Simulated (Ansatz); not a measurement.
Task: a geometry optimisation of CH3AlCl2, SMILES [CH3][Al]([Cl])[Cl], with Ansatz 0.2.0 through its Python package. Give the script and its output. Level of theory: B3LYP, cc-pVDZ basis, multiplicity 1.

```xyz
7

C    -0.1414    0.9297   -0.1520
Al    0.1653   -0.9607    0.1512
Cl    1.8700   -1.5707    1.3638
Cl   -1.0924   -2.4757   -0.7266
H    -1.0928    1.0764   -0.8139
H    -0.3539    1.4990    0.8070
H     0.7064    1.4341   -0.6752
```

Script `opt_ch3alcl2.py`:
```python
import itertools

import ansatz as az
from ase.data import atomic_numbers, covalent_radii
import numpy as np


def main() -> None:
    mol = (
        az.Crystal.molecule()
        .atom("C", (-0.1414, 0.9297, -0.152))
        .atom("Al", (0.1653, -0.9607, 0.1512))
        .atom("Cl", (1.87, -1.5707, 1.3638))
        .atom("Cl", (-1.0924, -2.4757, -0.7266))
        .atom("H", (-1.0928, 1.0764, -0.8139))
        .atom("H", (-0.3539, 1.499, 0.807))
        .atom("H", (0.7064, 1.4341, -0.6752))
    )

    calculation = (
        mol.calculation()
        .basis(gaussian="cc-pVDZ")
        .functional("B3LYP")
        .accuracy("medium")
        .scf(lower_state_search="off")
    )
    symbols = [site.symbol for site in mol.cartesian_sites]
    start = np.array([site.position_ang for site in mol.cartesian_sites], dtype=float)
    rep = calculation.relax(force_tolerance=0.02).run(threads=1, pin="off").report
    end = np.array(rep["positions_ang"])

    print("reference energy %16.6f eV" % rep["reference_energy_ev"])
    print("total energy     %16.6f eV" % rep["free_energy_ev"])
    print("occupied orbitals outside the frozen core (up, down):", rep["n_occupied"], " frozen:", rep["n_frozen"], " virtual:", rep["n_virtual"])

    radius = [covalent_radii[atomic_numbers[s]] for s in symbols]
    span = lambda where, i, j: np.linalg.norm(where[i] - where[j])
    bonded = [(i, j) for i, j in itertools.combinations(range(len(symbols)), 2) if min(span(start, i, j), span(end, i, j)) < 1.2 * (radius[i] + radius[j])]
    print("pair        before    after (A)")
    for i, j in bonded:
        print(f"{symbols[i]}{i}-{symbols[j]}{j}".ljust(10), f"{span(start, i, j):8.4f} {span(end, i, j):8.4f}")

    charges = rep["charge_distribution"]
    dipole = np.array(charges["dipole_moment_e_ang"]) * 4.803205
    print("dipole (D): {:.3f} {:.3f} {:.3f}, length {:.3f}".format(*dipole, np.linalg.norm(dipole)))
    print("atom  Mulliken   Lowdin")
    for symbol, m, l in zip(symbols, charges["mulliken_charges_e"], charges["lowdin_charges_e"]):
        print(f"{symbol:4s} {m:9.3f} {l:8.3f}")


if __name__ == "__main__":
    main()
```

```console
$ python opt_ch3alcl2.py
reference energy    -32733.853875 eV
total energy        -32733.853875 eV
occupied orbitals outside the frozen core (up, down): [28, 28]  frozen: 0  virtual: [55, 55]
pair        before    after (A)
C0-Al1       1.9390   1.9460
C0-H4        1.1682   1.1010
C0-H5        1.1353   1.1035
C0-H6        1.1167   1.1035
Al1-Cl2      2.1791   2.1310
Al1-Cl3      2.1558   2.1303
dipole (D): -0.429 2.259 -0.375, length 2.330
atom  Mulliken   Lowdin
C       -0.215   -0.051
Al       0.507   -0.528
Cl      -0.231    0.230
Cl      -0.227    0.232
H        0.054    0.036
H        0.056    0.041
H        0.056    0.041
```

What to keep in mind:
- These settings explore the input space; basis and method may be short of convergence.
- The end point is the stationary point reached from this start; no frequency run checks that it is a minimum, and the basis set is modest.
- The Löwdin charges here are taken after orthogonalising the functions within each atom; they differ from plain Löwdin charges, and their signs can be unphysical.
- b3lyp holds the VWN-RPA fit, as in Gaussian; the form of ORCA and Turbomole is b3lyp5.
- The whole script took 16 s on 1 thread of Arm Neoverse V1, on a shared host, peak memory 0.23 GiB.
